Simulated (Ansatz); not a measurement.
# ScRu3: the cost of one run

Computed with Ansatz 0.2.0 (DFT PBE, scalar-relativistic, plane waves, PAW, unless a step's input says otherwise).

**1. The system as given**

Symmetry: Pm-3m, No. 221, cubic system. Conventional cell: a = 3.938 Å, b = 3.938 Å, c = 3.938 Å, α = 90.00°, β = 90.00°, γ = 90.00°. Sc (site symmetry m-3m) has 12 Ru at 2.78 Å as nearest neighbours. Ru (site symmetry 4/mmm) has 4 Sc at 2.78 Å and 8 Ru at 2.78 Å as nearest neighbours.

As a file:

```
CELL_PARAMETERS angstrom
3.93844 0.00000 0.00000
0.00000 3.93844 0.00000
0.00000 0.00000 3.93844
ATOMIC_POSITIONS crystal
Sc 0.00000 0.00000 0.00000
Ru 0.00000 0.50000 0.50000
Ru 0.50000 0.00000 0.50000
Ru 0.50000 0.50000 0.00000
```

The start is a polymorph listed in a database, not an invented cell.

**2. The guess as it stands, on a coarse mesh**

Contents of input.yaml:

```yaml
crystal:
  lattice:
    - [3.93843699, 0.0, 0.0]
    - [0.0, 3.93843699, 0.0]
    - [0.0, 0.0, 3.93843699]
  atoms:
    - { symbol: Sc, position: [0.0, 0.0, 0.0] }
    - { symbol: Ru, position: [0.0, 0.5, 0.5] }
    - { symbol: Ru, position: [0.5, 0.0, 0.5] }
    - { symbol: Ru, position: [0.5, 0.5, 0.0] }
basis:
  ecutwfc: 420
kpoints:
  mp_grid: { grid: [4, 4, 4] }
hamiltonian:
  xc: pbe
scf:
  occupations: { method: gaussian, width: 0.1 }
  lower_state_search: "off"
output:
  forces: true
  stress: true
  eigenvalues: true
```

Command:

```console
> ansatz run input.yaml --threads 1 --pin off --max-ram 2560MiB --backend cpu --events-out ev --progress --plain --runs-dir out
```

Q: Estimate wall time and peak memory on 1 thread of Arm Neoverse V1, shared host.

About 1.4 s, with a peak of 0.29 GiB.
